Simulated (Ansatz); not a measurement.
# CH₆O₂Si₂: basis-set convergence

Aim: see how fast density functionals converge with the basis set for CH₆O₂Si₂.

Method: one geometry, several basis sets; program: Ansatz 0.2.0, Gaussian basis.

Levels to be run: PBE0-D4/def2-SVP; ωB97M-V/def2-SVP; PBE0-D4/def2-QZVPP; ωB97M-V/def2-QZVPP; the functionals' def2-TZVPP values are taken from earlier runs.

### Step 1. Structure used throughout

All runs share one geometry, relaxed beforehand with PBE0-D4 in a triple-zeta def2 set.

SMILES `O[SiH]1OC[SiH2]1`, 11 atoms, charge 0, spin multiplicity 1.

Atoms are counted from 1 here; the program's logs count them from 0.

Bond lengths: O1–Si2 1.641 Å, O1–H6 0.958 Å, Si2–O3 1.666 Å, Si2–Si5 2.320 Å, Si2–H7 1.489 Å, O3–C4 1.447 Å, C4–Si5 1.925 Å, C4–H8 1.094 Å, C4–H9 1.093 Å, Si5–H10 1.488 Å, Si5–H11 1.487 Å. Angles: Si2–O1–H6 117.9°, O1–Si2–O3 114.7°, O1–Si2–Si5 116.1°, O1–Si2–H7 107.7°, O3–Si2–Si5 80.0°, O3–Si2–H7 109.7°, Si5–Si2–H7 125.7°, Si2–O3–C4 107.2°, O3–C4–Si5 100.5°, O3–C4–H8 109.8°, O3–C4–H9 109.2°, Si5–C4–H8 114.3°, Si5–C4–H9 114.6°, H8–C4–H9 108.3°, Si2–Si5–C4 71.8°, Si2–Si5–H10 118.9°, Si2–Si5–H11 122.3°, C4–Si5–H10 113.8° and more.

### Step 2. PBE0-D4 in def2-SVP

File in.yaml:

```yaml
crystal:
  periodic: [false, false, false]
  atoms:
    - {symbol: O, position_ang: [-2.173478, 0.750413, 0.548875]}
    - {symbol: Si, position_ang: [-0.542307, 0.910794, 0.466225]}
    - {symbol: O, position_ang: [0.092090, 0.801196, -1.070215]}
    - {symbol: C, position_ang: [0.785400, -0.466095, -1.157352]}
    - {symbol: Si, position_ang: [0.686659, -1.045324, 0.675913]}
    - {symbol: H, position_ang: [-2.702262, 1.549146, 0.576987]}
    - {symbol: H, position_ang: [-0.187343, 2.227814, 1.063134]}
    - {symbol: H, position_ang: [0.269506, -1.122265, -1.864277]}
    - {symbol: H, position_ang: [1.800025, -0.295381, -1.525931]}
    - {symbol: H, position_ang: [1.991928, -1.002134, 1.389490]}
    - {symbol: H, position_ang: [0.044980, -2.365162, 0.917553]}
basis:
  gaussian: {orbitals: def2-SVP}
hamiltonian: {xc: pbe0, dispersion: d4}
output: {orbitals: {seedname: orbitals}}
```

Run with:

```bash
$ ansatz run in.yaml --threads 4 --pin off --events-out ev --progress --plain --max-ram 10444MiB
```

After this run come: ωB97M-V in def2-SVP; PBE0-D4 in def2-QZVPP; ωB97M-V in def2-QZVPP.

Q: Predict the results of all the runs planned. Wanted: PBE0-D4: double and triple zeta above quadruple; ωB97M-V: double and triple zeta above quadruple.

**Answer**, as computed:

| quantity | value |
| --- | --- |
| PBE0-D4: double and triple zeta above quadruple | 12.97, 0.84 eV |
| ωB97M-V: double and triple zeta above quadruple | 13.09, 0.79 eV |

In words: For PBE0-D4 the step from double to triple zeta gains 12.13 eV and the next only 0.84 eV. These are total energies; as a rule much of such shifts cancels in differences, which this series doesn't test. The LUMO of ωB97M-V is positive and keeps falling with the basis (2.05 to 1.09 eV): an unbound level that the basis holds in place.
